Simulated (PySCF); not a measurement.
# IrO₄: the energy surface near the minimum

Aim: map the energy of doublet IrO₄ about its PBE minimum, with rigid distortions.

Method: PBE, basis Ir def2-SVP with ECP60, O def2-SVP, scalar-relativistic core potentials, no spin–orbit coupling, density fitting; program: PySCF 2.14.0.

### 1 Where the work starts

5 atoms, charge 0, spin multiplicity 2.

Bond lengths: Ir1–O2 1.746 Å, Ir1–O3 1.746 Å, Ir1–O4 1.746 Å, Ir1–O5 1.746 Å. Angles: O2–Ir1–O3 106.3°, O2–Ir1–O4 116.0°, O2–Ir1–O5 106.3°, O3–Ir1–O4 106.3°, O3–Ir1–O5 116.0°, O4–Ir1–O5 106.3°.

```xyz
5
charge 0 multiplicity 2
Ir    0.0000    0.0000    0.0000
O     1.4347    0.0749    0.9925
O     0.0486    1.4032   -1.0380
O    -1.5240    0.0715    0.8492
O     0.0407   -1.5496   -0.8037
```

### 2 Fields at the lowest minimum

The plane holds Ir1 at (0.00, 0.00), O2 at (1.75, 0.00), O3 at (-0.49, 1.68) Å. Columns run from x = -2.55 to 4.05 Å, rows from y = 4.05 (top) to -1.95 Å, in steps of 0.3 Å. Electrons inside core potentials are absent.

Density (cut at 5 e/Å³):

Ten steps from '0' (0.000 e/Å³) to '9' (5.000 e/Å³), finer at the low end (step k begins (100^(k/10) - 1)/99 of the way up):
```
00000000000000000000000
00000000000000000000000
00000000000000000000000
00000000000000000000000
00000112110000000000000
00001344421000000000000
00013577752100000000000
00024799964100000000000
00025899974210000000000
00024799974211110000000
00013578765333332100000
00012467887545664210000
00012479999768986420000
00012489449879998520000
00012489449879998520000
00012479999767987420000
00012357886545664210000
00001234544333332100000
00001123322111111000000
00000111111000000000000
00000000000000000000000
```

ELF (0 where the density is under 0.005 e/Å³):

Ten even steps from '0' (0.00) to '9' (1.00):
```
00000000000000000000000
00000000000000000000000
00000000000000000000000
00000111110000000000000
00001234332000000000000
00023577754200000000000
00136888875200000000000
00257872886200000000000
00257829585100000000000
00247873773100122100000
00135677532213565310000
00012333444236887521000
00011136787347888741000
00000158007456118741000
00000158007456118742000
00001137886347888741000
00001124553236887531000
00000122211124665310000
00000011110112333100000
00000000110000110000000
00000000000000000000000
```

Electrostatic potential (cut at 20 V):

Ten steps from '0' (-0.30 V) to '9' (20.00 V), finer at the low end (step k begins (100^(k/10) - 1)/99 of the way up):
```
11111111111111111111111
11111000011111111111111
11100000001111122211111
11000000000111222211111
11000122211112222211111
11001456532222222211111
11014799864322222211111
11125999985433322111111
22236999996544322111111
22346999997665432101111
33456899999876543100011
34457899999987875310001
34567999999999998520001
34568999999999999630001
34568999999999999630001
34567999999999998520001
34456899999987875300001
33456789999876543100011
23345667887765431100111
22334456666654322111111
22233444555544322211111
```

Values on the line from Ir1 (at 0) through O2 (at 1.746 Å):

```csv
distance (Å),density (e/Å³),ELF,electrostatic potential (V),spin density (e/Å³)
0.79,2.28,0.384,44.9,0.00424
0.96,1.67,0.411,27.8,-0.000137
1.13,2.22,0.707,28.7,-0.00742
1.31,3.8,0.7,56.9,-0.017
1.48,6.69,0.143,165,-0.0279
1.66,159,0.988,869,-0.0137
1.92,18,0.173,322,-0.0337
2.10,5.24,0.594,87.4,-0.0256
2.27,2.47,0.856,28.7,-0.0154
2.44,1.05,0.844,9.74,-0.0082
2.62,0.408,0.744,3.23,-0.00376
2.79,0.159,0.554,0.915,-0.00168
```

Making the fields ran for 2.1 s (2 threads of Arm Neoverse V2, shared host).

### 3 Breathing scan

One driver script runs all scans and calls PySCF for each point, on a (75, 302) grid.

Run with:

```
> OMP_NUM_THREADS=2 python axn.py task.json out
```

A rigid scan with PBE: all bonds to the central atom are scaled together. Each point starts from its neighbour's orbitals, and energies count from the minimum.

| scale of all bonds to the centre | energy (kJ/mol) | dipole size (D) | ⟨S²⟩ |
| --- | --- | --- | --- |
| 0.88 | 617.3 | 0.00 | 0.75 |
| 0.92 | 236.8 | 0.00 | 0.75 |
| 0.96 | 51.3 | 0.00 | 0.75 |
| 1.00 | 0.0 | 0.00 | 0.75 |
| 1.04 | 39.1 | 0.00 | 0.76 |
| 1.08 | 136.9 | 0.00 | 0.76 |
| 1.14 | 346.2 | 0.00 | 0.77 |
| 1.22 | 648.0 | 0.08 | 1.88 |
| 1.35 | 1075.0 | 0.08 | 3.07 |

The scan took 1.9 min.

⟨S²⟩ grows along the scan: the determinant mixes in higher spin as the pair uncouples.

### 4 Stretching one bond

A rigid scan with PBE: the bond from Ir to the last atom (O) is scaled and the rest held.

```csv
scale of one bond,energy (kJ/mol),dipole size (D),⟨S²⟩
0.92,52.5,0.62,0.75
0.96,11.5,0.29,0.75
1.00,0.0,0.00,0.75
1.05,13.4,0.29,0.75
1.12,62.6,0.60,0.76
1.20,138.2,0.82,0.76
1.35,281.0,0.76,1.07
1.55,363.5,0.11,1.75
1.80,407.0,0.38,1.77
2.20,428.2,0.86,1.76
```

The scan took 1.8 min.

⟨S²⟩ grows along the scan: the determinant mixes in higher spin as the pair uncouples.

### 5 Outcome

| quantity | value |
| --- | --- |
| all bonds 4 % longer | 39.1 kJ/mol |
| one bond 20 % longer | 138.2 kJ/mol |

What this shows: The well is lopsided, 51.3 kJ/mol for 4 % shorter bonds against 39.1 for 4 % longer ones. Other spin states or occupations of the open shell can lie lower. With an element this heavy the missing spin–orbit coupling can shift these numbers.
